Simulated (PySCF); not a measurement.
# H14O7Pr ([Pr(H2O)7]3+): the cost of one run

Programs: PySCF 2.14.0, with routines of our own; each step states its level. All values are computed. Atoms count from 0.

### Step 1. The starting structure

22 atoms, charge 3, states of the metal's open shell are computed; geometry from: model geometry, bond lengths from ionic radii.

### Step 2. Ligand-field states: state-averaged CASSCF

What the job is given:

```
{"job": {"kind": "lf", "basis": {"metal": "x2c-TZVPall", "ligand": "x2c-SVPall"}, "nevpt": true}, "charge": 3, "metal": "Pr", "open_shell": "f2"}
Pr     0.000000     0.000000     0.000000
O      0.000000     0.000000     2.450000
H      0.775000     0.000000     3.025000
H     -0.775000     0.000000     3.025000
O      0.000000     0.000000    -2.450000
H      0.775000     0.000000    -3.025000
H     -0.775000     0.000000    -3.025000
O      2.450000     0.000000     0.000000
H      3.025000     0.775000     0.000000
H      3.025000    -0.775000     0.000000
O      0.757092     2.330088     0.000000
H      0.197708     3.116434     0.000000
H      1.671845     2.637458     0.000000
O     -1.982092     1.440074     0.000000
H     -2.902810     1.151062     0.000000
H     -1.991743     2.405039     0.000000
O     -1.982092    -1.440074     0.000000
H     -1.991743    -2.405039     0.000000
H     -2.902810    -1.151062     0.000000
O      0.757092    -2.330088     0.000000
H      1.671845    -2.637458     0.000000
H      0.197708    -3.116434     0.000000
```

With the program's defaults for keys left out, this is: state-averaged CASSCF of the metal f shell, SC-NEVPT2 on the averaged canonical orbitals, state-interaction spin-orbit coupling.

The run is started by

```console
> OMP_NUM_THREADS=1 python lf_run.py task.json out
```

One launch serves the whole session: the jobs run in the order shown.

Q: Estimate the wall time and peak memory of this job on 1 thread of Intel Xeon 6975P-C, shared host.

About 68 s, with a peak of 0.9 GiB.
